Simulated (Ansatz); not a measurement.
# In2H6O2: small, medium and large basis sets

Aim: see how fast density functionals converge with the basis set for In2H6O2.

Computed with Ansatz 0.2.0, Gaussian basis. Level: one geometry, several basis sets.

Levels to be run: PBE0-D4/def2-SVP; ωB97M-V/def2-SVP; PBE0-D4/def2-QZVPP; ωB97M-V/def2-QZVPP; the functionals' def2-TZVPP values are taken from earlier runs.

## Step 1: The relaxed structure

The geometry comes from an earlier relaxation with PBE0-D4 in a triple-zeta def2 set; it is a stationary point, not always the lowest conformer. In takes the def2 core potential; no spin-orbit term is included.

SMILES `[OH+]1[InH2-][OH+][InH2-]1`, 10 atoms, charge 0, spin multiplicity 1.

Atoms are counted from 1 here; the program's logs count them from 0.

Bond lengths: O1–In2 2.165 Å, O1–In4 2.165 Å, O1–H5 0.960 Å, In2–O3 2.165 Å, In2–H6 1.712 Å, In2–H7 1.712 Å, O3–In4 2.165 Å, O3–H8 0.960 Å, In4–H9 1.712 Å, In4–H10 1.712 Å. Angles: In2–O1–In4 101.0°, In2–O1–H5 114.6°, In4–O1–H5 114.5°, O1–In2–O3 79.0°, O1–In2–H6 105.1°, O1–In2–H7 109.0°, O3–In2–H6 109.0°, O3–In2–H7 105.1°, H6–In2–H7 135.3°, In2–O3–In4 101.0°, In2–O3–H8 114.6°, In4–O3–H8 114.6°, O1–In4–O3 79.0°, O1–In4–H9 109.0°, O1–In4–H10 105.1°, O3–In4–H9 105.1°, O3–In4–H10 109.0°, H9–In4–H10 135.3°.

## Step 2: PBE0-D4 in def2-SVP

in.yaml reads:

```yaml
crystal:
  periodic: [false, false, false]
  atoms:
    - {symbol: O, position_ang: [-0.710376, 0.825881, -0.843139]}
    - {symbol: In, position_ang: [1.091686, -0.311275, -1.224916]}
    - {symbol: O, position_ang: [0.711665, -0.823909, 0.843745]}
    - {symbol: In, position_ang: [-1.092549, 0.310342, 1.224368]}
    - {symbol: H, position_ang: [-0.631013, 1.767238, -1.011160]}
    - {symbol: H, position_ang: [2.347349, 0.850431, -1.290049]}
    - {symbol: H, position_ang: [0.685822, -1.715851, -2.115322]}
    - {symbol: H, position_ang: [0.634948, -1.765049, 1.014162]}
    - {symbol: H, position_ang: [-2.347084, -0.852742, 1.285769]}
    - {symbol: H, position_ang: [-0.690457, 1.714923, 2.116532]}
basis:
  gaussian: {orbitals: def2-SVP}
hamiltonian: {xc: pbe0, dispersion: d4}
output: {orbitals: {seedname: orbitals}}
```

Started as:

```console
$ ansatz run in.yaml --threads 4 --pin off --events-out ev --progress --plain --max-ram 10444MiB
```

Output:

```text
Functional definition: PBE0
  name "PBE0"
  cite "Adamo & Barone, J. Chem. Phys. 110, 6158 (1999) doi:10.1063/1.478522"
  cite "Perdew, Burke & Ernzerhof, Phys. Rev. Lett. 77, 3865 (1996) doi:10.1103/PhysRevLett.77.3865"
  parent pbe
  parameter a = 0.25
  parameter kappa = 0.804
  parameter beta = 0.06672455060314922
  exchange = (1 - a)*pbe_x(kappa = kappa, mu = beta*pi^2/3) + a*exact_x
  correlation = pbe_c(beta = beta)
1244 factors; integrals over basis functions are off by at most 9.5e-4 eV
mean field evaluation 1: about -14524.2582 eV, gradient 6.9e1 eV
mean field evaluation 2: about -14502.1240 eV, gradient 1.3e2 eV
mean field evaluation 4: about -14532.7216 eV, gradient 2.2e0 eV
mean field evaluation 8: about -14532.8488 eV, gradient 1.0e-1 eV
mean field evaluation 16: about -14532.8489 eV, gradient 5.0e-5 eV
mean field -14532.84886769 eV, -534.0723451688 hartree, gradient 5.0e-5 eV, S^2 0.000000; 0 other end points of the search recorded, 0 dependent functions left out
reference -14532.84891571 eV, -534.0723469336 hartree; 32, 32 occupied and 78, 78 virtual orbitals, 1244 factors
Total energy: -14533.04208132 eV, -534.0794456386 hartree
```

Run time: 8 s. Hardware: 4 threads of Intel Xeon at 2.50GHz, shared host.

## Step 3: ωB97M-V in def2-SVP

Edit in.yaml of step 2 so:

```diff
@@ -15,3 +15,3 @@
   gaussian: {orbitals: def2-SVP}
-hamiltonian: {xc: pbe0, dispersion: d4}
+hamiltonian: {xc: {name: wB97M-V}}
 output: {orbitals: {seedname: orbitals}}
```

The command is unchanged.

Output, shortened:

```text
Functional definition: wB97M-V
  name "wB97M-V"
  cite "Mardirossian & Head-Gordon, J. Chem. Phys. 144, 214110 (2016) doi:10.1063/1.4952647"
  cite "Becke, J. Chem. Phys. 107, 8554 (1997) doi:10.1063/1.475007"
  cite "Vydrov & Van Voorhis, J. Chem. Phys. 133, 244103 (2010) doi:10.1063/1.3521275"
  # Of w^i u^j: cxij and so on, Table III.
[...]
  gx(w, u) = 1 - cx + cx01*u + cx10*w
  gss(w, u) = css00 + css04*u^4 + css10*w + css20*w^2 + css43*w^4*u^3
  gos(w, u) = cos00 + cos10*w + (cos20 + cos21*u)*w^2 + (cos60 + cos61*u)*w^6
[...]
      + integral(e_c_pw_mod_opposite_spin*gos(b97_w_opposite, b97_u_opposite)) + vv10(b, c)
1244 factors; integrals over basis functions are off by at most 9.5e-4 eV
330 factors; integrals over basis functions are off by at most 5.8e-6 eV
[...]
mean field -14532.91322083 eV, -534.0747101032 hartree, gradient 4.4e-5 eV, S^2 0.000000; 0 other end points of the search recorded, 0 dependent functions left out
reference -14532.91329696 eV, -534.0747129007 hartree; 32, 32 occupied and 78, 78 virtual orbitals, 1244 factors
Total energy: -14532.91329696 eV, -534.0747129007 hartree
```

Wall time 19 s (4 threads of Intel Xeon at 2.50GHz, shared host).

## Step 4: PBE0-D4 in def2-QZVPP

Edit in.yaml of step 3 so:

```diff
@@ -14,4 +14,4 @@
 basis:
-  gaussian: {orbitals: def2-SVP}
-hamiltonian: {xc: {name: wB97M-V}}
+  gaussian: {orbitals: "def2-QZVPP.json"}
+hamiltonian: {xc: pbe0, dispersion: d4}
 output: {orbitals: {seedname: orbitals}}
```

The command is unchanged.

Output:

```text
Functional definition: PBE0
  name "PBE0"
  cite "Adamo & Barone, J. Chem. Phys. 110, 6158 (1999) doi:10.1063/1.478522"
  cite "Perdew, Burke & Ernzerhof, Phys. Rev. Lett. 77, 3865 (1996) doi:10.1103/PhysRevLett.77.3865"
  parent pbe
  parameter a = 0.25
  parameter kappa = 0.804
  parameter beta = 0.06672455060314922
  exchange = (1 - a)*pbe_x(kappa = kappa, mu = beta*pi^2/3) + a*exact_x
  correlation = pbe_c(beta = beta)
1736 factors; their error is unknown
mean field evaluation 1: about -14527.7442 eV, gradient 8.3e1 eV
mean field evaluation 2: about -14490.7673 eV, gradient 1.6e2 eV
mean field evaluation 4: about -14538.7142 eV, gradient 6.4e0 eV
mean field evaluation 8: about -14538.8601 eV, gradient 4.3e-2 eV
mean field evaluation 16: about -14538.8601 eV, gradient 3.4e-5 eV
mean field -14538.86007017 eV, -534.2932527855 hartree, gradient 3.4e-5 eV, S^2 0.000000; 0 other end points of the search recorded, 0 dependent functions left out
reference -14538.86012251 eV, -534.2932547090 hartree; 32, 32 occupied and 426, 426 virtual orbitals, 1736 factors
Total energy: -14539.05328812 eV, -534.3003534140 hartree
```

Wall time 28 s (4 threads of Intel Xeon at 2.50GHz, shared host); peak memory 1.8 GiB.

## Step 5: ωB97M-V in def2-QZVPP

Edit in.yaml of step 4 so:

```diff
@@ -15,3 +15,3 @@
   gaussian: {orbitals: "def2-QZVPP.json"}
-hamiltonian: {xc: pbe0, dispersion: d4}
+hamiltonian: {xc: {name: wB97M-V}}
 output: {orbitals: {seedname: orbitals}}
```

Same command.

Output, shortened:

```text
Functional definition: wB97M-V
  name "wB97M-V"
  cite "Mardirossian & Head-Gordon, J. Chem. Phys. 144, 214110 (2016) doi:10.1063/1.4952647"
  cite "Becke, J. Chem. Phys. 107, 8554 (1997) doi:10.1063/1.475007"
  cite "Vydrov & Van Voorhis, J. Chem. Phys. 133, 244103 (2010) doi:10.1063/1.3521275"
  # Of w^i u^j: cxij and so on, Table III.
[...]
  gx(w, u) = 1 - cx + cx01*u + cx10*w
  gss(w, u) = css00 + css04*u^4 + css10*w + css20*w^2 + css43*w^4*u^3
  gos(w, u) = cos00 + cos10*w + (cos20 + cos21*u)*w^2 + (cos60 + cos61*u)*w^6
[...]
      + integral(e_c_pw_mod_opposite_spin*gos(b97_w_opposite, b97_u_opposite)) + vv10(b, c)
1656 factors; their error is unknown
430 factors; integrals over basis functions are off by at most 1.2e-5 eV
[...]
mean field -14539.09637512 eV, -534.3019368322 hartree, gradient 5.9e-5 eV, S^2 0.000000; 0 other end points of the search recorded, 0 dependent functions left out
reference -14539.09646103 eV, -534.3019399894 hartree; 32, 32 occupied and 426, 426 virtual orbitals, 1656 factors
Total energy: -14539.09646103 eV, -534.3019399894 hartree
```

Run time: 58 s. Hardware: 4 threads of Intel Xeon at 2.50GHz, shared host; peak memory 2.1 GiB.

## Step 6: Functionals by basis

The def2-TZVPP values come from earlier runs at the same geometry.

```csv
functional,basis,functions,energy (eV),from the largest (eV),HOMO (eV),LUMO (eV)
PBE0-D4,def2-SVP,110,-14533.0421,6.011,-7.77,-0.71
PBE0-D4,def2-TZVPP,246,-14538.7017,0.352,-7.88,-0.95
PBE0-D4,def2-QZVPP,458,-14539.0533,0.000,-7.90,-0.99
ωB97M-V,def2-SVP,110,-14532.9133,6.183,-9.96,0.74
ωB97M-V,def2-TZVPP,246,-14538.7571,0.339,-10.11,0.27
ωB97M-V,def2-QZVPP,458,-14539.0965,0.000,-10.13,0.14
```

## Step 7: Results

```
                                       quantity          value
PBE0-D4: double and triple zeta above quadruple  6.01, 0.35 eV
ωB97M-V: double and triple zeta above quadruple  6.18, 0.34 eV
```

What this shows: For PBE0-D4 the step from double to triple zeta gains 5.66 eV and the next only 0.35 eV. These are total energies; as a rule much of such shifts cancels in differences, which this series doesn't test. The LUMO of ωB97M-V is positive and keeps falling with the basis (0.74 to 0.14 eV): an unbound level that the basis holds in place.

For PBE0-D4 the largest set took about 4 times as long as the smallest (28 s against 8 s).
